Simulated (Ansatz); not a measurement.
# LiPb: a single-point run

The task is a single-point run on LiPb. The structure is shown as the input types it.

Method: DFT, PBEsol, all-electron LAPW, scalar-relativistic; levels and slopes on a fine mesh, independent-particle optical spectra, in Ansatz 0.2.0.

1 further run of the same task is left out (it didn't finish).

## Step 1: The structure to begin with

Symmetry: Pm-3m, No. 221, cubic system. Conventional cell: a = 3.508 Å, b = 3.508 Å, c = 3.508 Å, α = 90.00°, β = 90.00°, γ = 90.00°. Around Li (site symmetry m-3m) lie 8 Pb at 3.04 Å. Pb (site symmetry m-3m) is surrounded by 8 Li at 3.04 Å.

Coordinates:

```xyz
2
Lattice="3.5080 0.0000 0.0000 0.0000 3.5080 0.0000 0.0000 0.0000 3.5080" Properties=species:S:1:pos:R:3 pbc="T T T"
Li    1.7540    1.7540    1.7540
Pb    0.0000    0.0000    0.0000
```

## Step 2: Input and run

File input.yaml:

```yaml
crystal:
  lattice:
    - [3.50799826904, 0.0, 0.0]
    - [0.0, 3.50799826904, 0.0]
    - [0.0, 0.0, 3.50799826904]
  atoms:
    - { symbol: Li, position: [0.5, 0.5, 0.5] }
    - { symbol: Pb, position: [0.0, 0.0, 0.0] }
kpoints:
  mp_grid: { grid: [10, 10, 10] }
scf:
  occupations: { method: fermi_dirac, width: 0.05 }
  conv_thr: 60
  max_iter: 75
hamiltonian:
  xc: pbesol
  pseudopotentials: { kind: all_electron, lapw: { basis_error: 0.001 } }
output:
  forces: true
  stress: true
  eigenvalues: true
  eigenstates:
    nscf_kmesh: { grid: [16, 16, 16] }
    de_dk: true
    e_range: [-14, 14]
  optics:
    e_range: [0, 20]
    de: 0.2
    sigma: 0.1
    bands: { spectra_wanted_up_to: 20 }
    nscf_kmesh: { grid: [16, 16, 16] }
    drude_damping: 0.2
checkpoint:
  write: ck
  write_wavefunctions: false
```

The run is started by

```sh
$ ansatz run input.yaml --threads 1 --pin off --max-ram 3072MiB --backend cpu --events-out ev --progress --plain --runs-dir out
```

What happens when this is run?

The program refused the input before any cycle. It says: «line 13 column 3: unknown field `conv_thr`, expected one of max_iter, algorithm, n_extra_bands, self_checks, convergence, ...»

In the input, scf.conv_thr is 60; scf.max_iter is 75. The input holds a keyword that this program doesn't have at that place; such names come from other codes or other sections.

What to do: delete scf.conv_thr and scf.max_iter.
